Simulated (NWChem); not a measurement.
# SnHSCl (SMILES [SH][Sn][Cl]): wB97X/SBKJC-VDZ (core potential)

What is the vertical ionisation energy of SnHSCl at wB97X/SBKJC-VDZ (core potential)? 

The calculation is run with NWChem 7.3.0.

**1. Starting point**

SnHSCl has 4 atoms, charge 0, and is taken as a singlet. SMILES: `[SH][Sn][Cl]`. The coordinates come from a PBE0-D4/def2-TZVP relaxation.

Bond lengths: S1–Sn2 2.427 Å, Sn2–Cl3 2.379 Å, S1–H4 1.344 Å. Angles: S1–Sn2–Cl3 96.5°, Sn2–S1–H4 93.1°.

**2. The energy at wB97X/SBKJC-VDZ (core potential)**

File geom.nw:

```
start geom
title "ClHSSn"
memory 2200 mb
charge 0
geometry units atomic noautosym nocenter noautoz
S   0.35092214  2.81285734 -0.77422079
Sn -2.63749075 -0.66461668 -0.64590839
Cl  0.16780768 -3.68553286  1.14857554
H   2.22364073  1.42353069  0.23319220
end
basis "ao basis" spherical bse
* library SBKJC-VDZ
end
ecp bse
S library SBKJC-VDZ
Sn library SBKJC-VDZ
Cl library SBKJC-VDZ
end
dft
xc wb97x
grid fine
convergence energy 1e-08
maxiter 100
mulliken
noprint "final vectors analysis"
end
task dft energy
```

The run is started by

```console
$ nwchem geom.nw > geom.out
```

Output:

```text
[...]
          Wavefunction type:  closed shell.
          No. of atoms     :     4
          No. of electrons :    18
[...]
          Charge           :     0
          Spin multiplicity:     1
[...]
          AO basis - number of functions:    26
[...]
              XC Information
              --------------
                       wb97x  Method XC Functional
                     Hartree-Fock (Exact) Exchange  1.000
                         wb97x Exchange Functional  1.000
                      wb97x Correlation Functional  1.000
[...]
 d= 0,ls=0.0,diis     1    -29.0490142790 -5.11D+01  3.14D-02  1.58D-01     0.9
[...]
 d= 0,ls=0.0,diis     8    -29.0973380341 -2.34D-09  3.32D-06  5.88D-10     6.2
         Total DFT energy =      -29.097338034065
      One electron energy =      -90.352151054510
           Coulomb energy =       45.657065744107
    Exchange-Corr. energy =       -6.419058033274
 Nuclear repulsion energy =       22.016805309613
[...]
      Total Density - Mulliken Population Analysis
     ---------------------------------------------
    Atom       Charge   Shell Charges
 -----------   ------   -------------------------------------------------------
    1 S    6     6.26   1.56  3.43  0.30  0.97
    2 Sn   4     3.41   1.69  1.41  0.32 -0.01
    3 Cl   7     7.40   1.51  3.81  0.45  1.63
    4 H    1     0.93   0.42  0.51
[...]
```

It took 6.9 s on 1 thread of Intel Xeon Platinum 8488C (Sapphire Rapids), shared host; peak memory 0.12 GiB.

**3. The doublet cation**

File struct.nw:

```
start struct
title "ClHSSn wB97X"
memory total 2200 mb
charge 1

geometry units angstroms noautosym nocenter noautoz
  S     0.185700    1.488500   -0.409700
  Sn   -1.395700   -0.351700   -0.341800
  Cl    0.088800   -1.950300    0.607800
  H     1.176700    0.753300    0.123400
end

basis "ao basis" spherical bse
  S library SBKJC-VDZ
  Sn library SBKJC-VDZ
  Cl library SBKJC-VDZ
  H library SBKJC-VDZ
end

ecp bse
  S library SBKJC-VDZ
  Sn library SBKJC-VDZ
  Cl library SBKJC-VDZ
end

dft
  xc wb97x
  mult 2
  grid fine
  convergence energy 1e-08
  iterations 100
  mulliken
  noprint "final vectors analysis"
end

task dft energy
```

The run is started by

```console
$ nwchem struct.nw > struct.out
```

Output:

```text
[...]
          Wavefunction type:  spin polarized.
          No. of atoms     :     4
          No. of electrons :    17
[...]
          Charge           :     1
          Spin multiplicity:     2
[...]
          AO basis - number of functions:    26
[...]
              XC Information
              --------------
                       wb97x  Method XC Functional
                     Hartree-Fock (Exact) Exchange  1.000
                         wb97x Exchange Functional  1.000
                      wb97x Correlation Functional  1.000
[...]
 d= 0,ls=0.0,diis     1    -28.5977519646 -5.06D+01  2.92D-02  9.23D-02     1.0
[...]
 d= 0,ls=0.0,diis    14    -28.7270515601 -8.09D-09  1.19D-06  4.17D-11    12.3
[...]
         Total DFT energy =      -28.727051560099
      One electron energy =      -86.368942910666
           Coulomb energy =       41.733267042936
    Exchange-Corr. energy =       -6.108182586646
 Nuclear repulsion energy =       22.016806894278
[...]
      Total Density - Mulliken Population Analysis
     ---------------------------------------------
    Atom       Charge   Shell Charges
 -----------   ------   -------------------------------------------------------
    1 S    6     5.92   1.60  3.33  0.32  0.68
    2 Sn   4     3.04   1.60  1.34  0.18 -0.08
    3 Cl   7     7.16   1.52  3.76  0.45  1.42
    4 H    1     0.88   0.42  0.46
[...]
      <S2> =      0.7670 (Exact =     0.7500)
[...]
```

Wall time 13 s (1 thread of Intel Xeon Platinum 8488C (Sapphire Rapids), shared host); peak memory 0.12 GiB.

**4. Outcome**

At wB97X/SBKJC-VDZ (core potential):

| quantity | value |
| --- | --- |
| singlet SnHSCl: total energy | -29.09734 Eh |
| singlet SnHSCl: dipole moment | 2.36 D |
| doublet cation: total energy | -28.72705 Eh |
| doublet cation: ⟨S²⟩ | 0.767 |
| vertical ionisation energy (to the doublet cation) | 10.076 eV |

**Reading.** The vertical ionisation energy comes to 10.08 eV (232 kcal/mol). Mulliken charges (singlet SnHSCl) run from -0.40 on Cl3 to +0.59 on Sn2; they depend strongly on the basis.
